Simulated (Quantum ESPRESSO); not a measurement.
Runs of Quantum ESPRESSO 7.5 on CoO. It takes space group P6_3/mmc (No. 194, hexagonal). The conventional cell has a = 3.202 Å, b = 3.202 Å, c = 4.463 Å, α = 90.00°, β = 90.00°, γ = 120.00°. Around Co (site symmetry -3m) lie 6 O at 2.16 Å and 2 Co at 2.23 Å. O (site symmetry -6m2) is surrounded by 6 Co at 2.16 Å. Measurements of this composition are mostly on another form, of space group No. 225.

| level | potentials or basis | U | cutoff (eV) | form of the LDA correlation | gap on the mesh (eV) | pressure (GPa) | moment (μB) |
| --- | --- | --- | --- | --- | --- | --- | --- |
| LDA+U | GBRV 1.5 LDA | Co d U = 1 eV | 762 | PZ81 | none | -19.5 | 0.00 |
| LDA+U | GBRV 1.5 LDA | Co d U = 2 eV | 762 | PZ81 | none | -13.4 | 0.00 |
| LDA+U | GBRV 1.5 LDA | Co d U = 5 eV | 762 | PZ81 | none | (a) | 0.00 |
| LDA+U | GBRV 1.5 LDA | Co d U = 6 eV | 762 | PZ81 | none | (b) | 0.00 |
| LDA | JTH 2.0 LDA | - | 612 | PW92 | none | -22.0 | 0.00 |
| LDA+U | GBRV 1.5 LDA | Co d U = 8 eV | 762 | PZ81 | none | -2.4 | 0.00 |

Alike in all rows: task single point; spin collinear, antiferromagnetic start; cell as given; k mesh 7 × 7 × 4; smearing gaussian 0.05 eV.

Task: Estimate the missing entries.

Result: (a) -9.5; (b) -7.3.

Caveats: the cutoff is low for these files, which shifts pressure and relaxed volume (some runs); semilocal functionals often make such compounds metallic where correlation or magnetic order opens a gap, which also shifts bond lengths (some runs).

A gap of «none» marks a metal or a gap under the smearing width.
